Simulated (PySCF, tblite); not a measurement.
**C7H7NS− (doublet): geometry, infrared bands and EPR parameters**

What infrared bands and EPR parameters should C7H7NS− (doublet) (`[S-][CH]Cc1ccncc1`) show?

Programs: tblite 0.8.0 and PySCF 2.14.0, with density-fitted response routines of our own. Each step states its level of theory. These are calculated values for one molecule in the gas phase, unless marked as measured. Atoms are numbered from 0 throughout.

## Step 1: The starting structure

16 atoms, charge -1, multiplicity 2; geometry from: force field or distance geometry start.

Bonds of the start (Å): S0–C1 1.70, C1–C2 1.50, C2–C3 1.50, C3–C4 1.40, C4–C5 1.38, C5–N6 1.36, N6–C7 1.35, C7–C8 1.39, C8–C3 1.40, C1–H9 1.10, C2–H10 1.10, C2–H11 1.10, C4–H12 1.08, C5–H13 1.09, C7–H14 1.08, C8–H15 1.10.

## Step 2: Optimising the geometry with GFN2-xTB

What the job is given:

```
{"job": {"kind": "relax", "xc": "GFN2-xTB", "basis": "xTB"}, "charge": -1, "multiplicity": 2}
S     -3.429900     1.615800     0.805000
C     -2.400900     0.282500     0.586200
C     -1.515700     0.127000    -0.614900
C     -0.061000    -0.029600    -0.285200
C      0.646400    -1.180500    -0.650000
C      1.989000    -1.265200    -0.336500
N      2.680200    -0.304100     0.325700
C      1.976500     0.790900     0.696500
C      0.630300     0.963500     0.414100
H     -2.383700    -0.515000     1.342400
H     -1.620300     0.979300    -1.307700
H     -1.877900    -0.750900    -1.174400
H      0.155000    -1.984700    -1.181700
H      2.579200    -2.139100    -0.614100
H      2.523500     1.552800     1.236400
H      0.101600     1.866200     0.746900
```

Launch:

```sh
OMP_NUM_THREADS=1 python probes_run.py task.json out
```

The driver reads the jobs from task.json and runs them one after another.

**Question.** This job is followed by: GFN2-xTB harmonic vibrations, gas phase; UKS B3LYP, pcH-1 on C H N S, non-relativistic, mean-field spin-orbit, GIAO. What will the session give for the following? strongest single infrared mode (GFN2-xTB); zero-point energy (GFN2-xTB); g(iso) (B3LYP); ⟨S²⟩; largest a(iso) (averaged by class).

As calculated:

| quantity | value |
| --- | --- |
| strongest single infrared mode (GFN2-xTB) | 1599 cm⁻¹, 587 km/mol |
| zero-point energy (GFN2-xTB) | 73.7 kcal/mol |
| g(iso) (B3LYP) | 2.00774 |
| ⟨S²⟩ | 0.755 (exact 0.75) |
| largest a(iso) (averaged by class) | 13C on C1, 63.3 MHz |

**Reading.** The optimisation took 87 steps and gained 0.221 eV; among the close pairs (by a distance rule), S0–C1 changed most, from 1.698 to 1.670 Å. No mode is imaginary among the 42: a minimum at this level. The strongest single mode, at 1599 cm⁻¹, has its largest shares on C7, C5, C4 and C8 (the list is cut at 4 atoms). Unscaled tight-binding wavenumbers are off by several per cent, some by more. Its intensities can rank the bands wrongly. The largest share of the spin, 0.47 e, sits on C1. The isotropic g lies 5.4 ppt above the free-electron value.
